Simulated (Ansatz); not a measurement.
# C2N2O3: the cost of one run

Method: the levels named in each step, in Ansatz 0.2.0.

### Step 1. Starting point

Bond lengths: N1–N2 1.098 Å, O3–C4 1.145 Å, C4–O5 1.142 Å, C6–O7 1.128 Å. Angles: O3–C4–O5 179.6°.

Coordinates:

```xyz
7

N    -0.0951    2.6462   -0.2083
N     0.2267    2.0280   -1.0569
O    -0.7518   -0.5243    0.0646
C    -1.1926   -1.4918   -0.3603
O    -1.6370   -2.4533   -0.7879
C     1.6181   -0.6090    1.2597
O     1.9542    0.4626    1.1558
```

### Step 2. A rough first relaxation, PBE-D4/def2-SVP

This run stands in another session on the same molecule. It ended at:

```xyz
7

N    -0.2589    2.7992   -0.4520
N     0.1970    1.8740   -0.8662
O    -1.5785   -0.3886    0.3366
C    -1.2663   -1.3712   -0.2275
O    -0.9688   -2.3536   -0.7955
C     1.6193   -0.6332    0.8485
O     2.3787    0.1319    1.2228
```

### Step 3. Relaxation, r2SCAN-D4/def2-TZVPP

The input, input.yaml:

```yaml
crystal:
  periodic: [false, false, false]
  atoms:
    - { symbol: "N", position_ang: [-0.25887397, 2.7992066, -0.45202342] }
    - { symbol: "N", position_ang: [0.19700324, 1.87395253, -0.86618553] }
    - { symbol: O, position_ang: [-1.57847406, -0.38862669, 0.33655398] }
    - { symbol: C, position_ang: [-1.26633419, -1.37124221, -0.22746171] }
    - { symbol: O, position_ang: [-0.96877757, -2.3536399, -0.79550179] }
    - { symbol: C, position_ang: [1.61925542, -0.63315307, 0.84849333] }
    - { symbol: O, position_ang: [2.37867112, 0.13191274, 1.22275515] }
basis:
  gaussian: { orbitals: def2-TZVPP }
hamiltonian:
  xc: r2scan
  dispersion: d4
relax:
  f_tol: 0.002
  max_steps: 150
```

Command:

```console
$ ansatz run input.yaml --threads 4 --pin off --max-ram 10240MiB --backend cpu --events-out ev --progress --plain --runs-dir out
```

Q: Estimate wall time and peak memory on 4 threads of Intel Xeon at 2.50GHz (Skylake/Cascade Lake), shared host.

About 7.6 min, with a peak of 0.46 GiB.
